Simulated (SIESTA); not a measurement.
PbS2:

```xyz
6
Lattice="-3.0750 3.0750 3.7766 3.0750 -3.0750 3.7766 3.0750 3.0750 -3.7766" Properties=species:S:1:pos:R:3 pbc="T T T"
Pb    0.0000    0.0000    1.8883
Pb    0.0000    0.0000    5.6649
S     0.7320    2.3429    0.0000
S     2.3429    0.7320    3.7766
S    -0.7320    2.3429    3.7766
S     3.8070    0.7320    0.0000
```

The cell comes from a database or a generator and needn't be the stable form of this composition.

| Property | Result |
| --- | --- |
| Program | SIESTA 5.4.2 |
| Task | single point |
| Functional | PBEsol |
| Potentials or basis | PseudoDojo 0.4 standard (PBEsol files) |
| Basis | DZP (energy shift 0.003 Ry; two zetas on semicore shells) |
| Grid cutoff | 500 Ry |
| Energy shift | 0.003 Ry |
| k mesh | 6 × 6 × 6 |
| Occupations | fermi-dirac, width 0.05 eV |
| Spin | no spin polarisation |

On this cell: pressure -0.8 GPa; largest force 0.582 eV/Å; band gap on the k mesh 0.17 eV, indirect (least direct gap 0.68 eV).

The same run follows on a disturbed copy (atoms moved at random, drawn with an rms of 0.05 Å):

```
CELL_PARAMETERS angstrom
-3.07497 3.07497 3.77660
3.07497 -3.07497 3.77660
3.07497 3.07497 -3.77660
ATOMIC_POSITIONS crystal
Pb 0.24564 0.24594 0.99731
Pb 0.75498 0.75701 0.00902
S 0.37986 0.12218 0.49879
S 0.61575 0.87836 0.50012
S 0.87772 0.38501 0.25910
S 0.12749 0.62851 0.73724
```

Problem. What changes?

Solution. The energy moves by -0.4 meV/atom; pressure -1.0 GPa; largest force 0.486 eV/Å; band gap on the k mesh 0.16 eV, indirect (least direct gap 0.68 eV).

Forces in eV/Å, atoms in the order of the input:
```
Pb   0.047 -0.043  0.084
Pb  -0.063 -0.021 -0.031
S    0.299 -0.199  0.033
S   -0.284  0.205  0.055
S   -0.334 -0.261  0.008
S    0.336  0.318 -0.149
```

Stress tensor (GPa, compression positive):
```
-0.81  0.09  0.06
 0.09 -0.83 -0.02
 0.06 -0.02 -1.23
```

Caveats: spin-orbit coupling is left out, which as a rule narrows the gap of such compounds by several tenths of an eV; the basis of atomic orbitals isn't converged, which shifts pressures, moduli and gaps.

A k mesh can miss the band edges.
